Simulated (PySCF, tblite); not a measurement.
# C3H10O2S2Si2: geometry, infrared bands and NMR shifts

What infrared bands and NMR shifts should C3H10O2S2Si2 (`O[Si]1(CO[SiH3])SCCS1`) show?

Programs: tblite 0.8.0 and PySCF 2.14.0, with density-fitted response routines of our own. Each step states its level of theory. These are calculated values for one molecule in the gas phase, unless marked as measured. Atoms are numbered from 0 throughout.

## (1) The starting structure

19 atoms, charge 0, multiplicity 1; geometry from: force field or distance geometry start.

Bonds of the start (Å): O0–Si1 1.64, Si1–C2 1.89, C2–O3 1.43, O3–Si4 1.67, Si1–S5 2.14, S5–C6 1.82, C6–C7 1.53, C7–S8 1.83, S8–Si1 2.14, O0–H9 0.96, C2–H10 1.10, C2–H11 1.10, Si4–H12 1.49, Si4–H13 1.49, Si4–H14 1.47, C6–H15 1.08, C6–H16 1.10, C7–H17 1.11, C7–H18 1.10.

## (2) Optimising the geometry with GFN2-xTB

The job: settings as JSON, then the geometry in Å.

```
{"job": {"kind": "relax", "xc": "GFN2-xTB", "basis": "xTB"}, "charge": 0, "multiplicity": 1}
O     -0.323000     1.518100    -1.786700
Si    -0.399500     0.592500    -0.433200
C      1.123500     0.635200     0.685700
O      2.370800     0.388200     0.025500
Si     3.750400     0.326800     0.971000
S     -2.195500     1.033100     0.640700
C     -3.205000    -0.324900    -0.033700
C     -2.391700    -1.621100    -0.092500
S     -0.851200    -1.408100    -1.053400
H      0.350100     1.261500    -2.417500
H      1.153200     1.635000     1.136300
H      0.961600    -0.095200     1.490000
H      3.910200     1.636300     1.654400
H      4.924900     0.053000     0.093500
H      3.598400    -0.729000     1.984300
H     -3.575400    -0.043500    -1.011100
H     -4.078300    -0.459400     0.619000
H     -2.992900    -2.418700    -0.572000
H     -2.140400    -1.970600     0.916200
```

Run with:

```bash
OMP_NUM_THREADS=1 python probes_run.py task.json out
```

This one command runs all jobs of the session in turn.

**Question.** This job is followed by: GFN2-xTB harmonic vibrations, gas phase; GIAO PBE0/pcSseg-1 NMR shielding, non-relativistic, gas phase. Predict these results of the whole session: strongest single infrared mode (GFN2-xTB); zero-point energy (GFN2-xTB); 13C shifts against TMS (PBE0/pcSseg-1, means over atoms taken as alike); 1H shifts against TMS (PBE0/pcSseg-1, means over atoms taken as alike); 17O shifts against H2O (PBE0/pcSseg-1); 29Si shifts against TMS (PBE0/pcSseg-1); 33S shifts against CS2 (PBE0/pcSseg-1, means over atoms taken as alike); surface potential, 1st and 99th percentile.

As calculated:

| quantity | value |
| --- | --- |
| strongest single infrared mode (GFN2-xTB) | 801 cm⁻¹, 436 km/mol |
| zero-point energy (GFN2-xTB) | 80.5 kcal/mol |
| 13C shifts against TMS (PBE0/pcSseg-1, means over atoms taken as alike) | 58.5, 41.9 ppm |
| 1H shifts against TMS (PBE0/pcSseg-1, means over atoms taken as alike) | 4.85, 3.97, 3.74, 3.02, 2.83 ppm |
| 17O shifts against H2O (PBE0/pcSseg-1) | 62.5, -14.1 ppm |
| 29Si shifts against TMS (PBE0/pcSseg-1) | 33.8, -29.9 ppm |
| 33S shifts against CS2 (PBE0/pcSseg-1, means over atoms taken as alike) | -80 ppm |
| surface potential, 1st and 99th percentile | -1.46 V and 1.67 V |

What this shows: Relaxing lowered the energy by 0.353 eV in 170 steps; the close pair that moved most is O3–Si4, from 1.674 to 1.626 Å. All 51 modes are real, so the xTB geometry is a minimum. The strongest single mode, at 801 cm⁻¹, has its largest shares on H9, C2, Si1 and O3 (the list is cut at 4 atoms). Unscaled tight-binding wavenumbers are off by several per cent, some by more. Its intensities can rank the bands wrongly. At PBE0/pcSseg-1: The widest tensor belongs to S5, S8: span 207 ppm, with a paramagnetic part of -475 ppm.
